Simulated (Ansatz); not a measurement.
# C₂Br₂F₄: ionisation energy by level of theory

One table from this session's results is given with a row withheld; the runs are named, their logs left out.

Program: Ansatz 0.2.0, Gaussian basis. Level of theory: unrestricted cation, the program's frozen cores in correlated methods. These are calculated values, not measurements.

Plan: UKS PBE-D4/def2-TZVPP; UKS r2SCAN-D4/def2-TZVPP; UKS PBE0-D4/def2-TZVPP; UKS B3LYP-D4/def2-TZVPP; UKS wB97X-V/def2-TZVPP; UKS wB97M-V/def2-TZVPP; UKS B2PLYP/def2-TZVPP; UHF-CCSD(T)/def2-TZVPP; UHF-MP2/def2-QZVPP; extrapolation to the limit; then −ε(HOMO) from the neutral's earlier runs with LDA (SPW92), PBE-D4, revPBE-D4, BLYP-D4, r2SCAN-D4, B97M-V, PBE0-D4, B3LYP-D4, r2SCANh-D4, r2SCAN0-D4, HSE06-D4, BHLYP-D4, CAM-B3LYP-D4, LC-ωPBE, ωB97X-V, ωB97M-V.

## The relaxed structure

All runs share one geometry, relaxed beforehand with PBE0-D4 in a triple-zeta def2 set.

8 atoms, charge 0, spin multiplicity 1.

Atoms are counted from 1 here; the program's logs count them from 0.

Bond lengths: F1–C2 1.333 Å, C2–F3 1.328 Å, C2–Br4 1.928 Å, C2–C5 1.555 Å, C5–F6 1.328 Å, C5–F7 1.333 Å, C5–Br8 1.928 Å. Angles: F1–C2–F3 108.3°, F1–C2–Br4 109.3°, F1–C2–C5 107.5°, F3–C2–Br4 110.1°, F3–C2–C5 109.4°, Br4–C2–C5 112.2°, C2–C5–F6 109.4°, C2–C5–F7 107.5°, C2–C5–Br8 112.2°, F6–C5–F7 108.3°, F6–C5–Br8 110.1°, F7–C5–Br8 109.3°.

As a file:

```mol
C2Br2F4
  3D, bonds by distance, orders not assigned

  8  7  0  0  0  0  0  0  0  0999 V2000
    1.2102    0.6922   -1.1326 F   0  0
    0.2998   -0.1799   -0.7011 C   0  0
    0.8676   -1.3784   -0.6396 F   0  0
   -1.1843   -0.2116   -1.9308 Br  0  0
   -0.1308    0.2608    0.7271 C   0  0
   -0.6927    1.4621    0.6664 F   0  0
    0.9727    0.3525    1.4684 F   0  0
   -1.3424   -0.9976    1.5421 Br  0  0
  1  2  8  0
  2  3  8  0
  2  4  8  0
  2  5  8  0
  5  6  8  0
  5  7  8  0
  5  8  8  0
M  END
```

The first run:

Input file in.yaml:

```yaml
crystal:
  periodic: [false, false, false]
  atoms:
    - {symbol: F, position_ang: [1.210232, 0.692221, -1.132553]}
    - {symbol: C, position_ang: [0.299795, -0.179889, -0.701097]}
    - {symbol: F, position_ang: [0.867562, -1.378396, -0.639551]}
    - {symbol: Br, position_ang: [-1.184294, -0.211630, -1.930824]}
    - {symbol: C, position_ang: [-0.130809, 0.260759, 0.727093]}
    - {symbol: F, position_ang: [-0.692730, 1.462063, 0.666446]}
    - {symbol: F, position_ang: [0.972686, 0.352466, 1.468385]}
    - {symbol: Br, position_ang: [-1.342442, -0.997604, 1.542091]}
basis:
  gaussian: {orbitals: def2-TZVPP}
total_charge: 1
magnetization: {spin_polarized: true, initial_magnetization: 1}
hamiltonian: {xc: pbe, dispersion: d4}
```

Launch:

```
> ansatz run in.yaml --threads 2 --pin off --events-out ev --progress --plain --max-ram 32768MiB --backend cuda --devices 0, --max-vram 18GiB
```

Among the steps run: Cation, UKS PBE-D4/def2-TZVPP; Cation, UKS r2SCAN-D4/def2-TZVPP; Cation, UKS PBE0-D4/def2-TZVPP; Cation, UKS B3LYP-D4/def2-TZVPP; Cation, UKS wB97X-V/def2-TZVPP; Cation, UKS wB97M-V/def2-TZVPP; Cation, UKS B2PLYP (frozen core)/def2-TZVPP; Cation, UHF-CCSD(T)/def2-TZVPP; Cation, UHF-MP2/def2-QZVPP.

One table of the session follows, with a row left open; its other results are not shown here.

It belongs to the step «Ionisation energies side by side». Orbital estimates, from the neutral's runs:

| functional | −ε(HOMO) (eV) |
| --- | --- |
| LDA (SPW92) | 7.66 |
| PBE-D4 | 7.46 |
| revPBE-D4 | 7.39 |
| BLYP-D4 | 7.30 |
| r2SCAN-D4 | 7.83 |
| B97M-V | 7.93 |
| PBE0-D4 | 8.85 |
| B3LYP-D4 | 8.58 |
| r2SCANh-D4 | 8.33 |
| r2SCAN0-D4 | 9.09 |
| HSE06-D4 | 8.45 |
| BHLYP-D4 | ? |
| CAM-B3LYP-D4 | 10.22 |
| LC-ωPBE | 11.63 |
| ωB97X-V | 11.25 |
| ωB97M-V | 11.10 |

Estimate the missing values for BHLYP-D4.

Worked estimate for «−ε(HOMO) (eV)». Against the share of exact exchange, BLYP-D4 (0, 7.30), B3LYP-D4 (0.2, 8.58) give a slope of 6.40 per unit share; at 0.5 the line stands at 10.50.

The run gave: −ε(HOMO) (eV): 10.08. In «−ε(HOMO) (eV)» the line misses by +0.42.
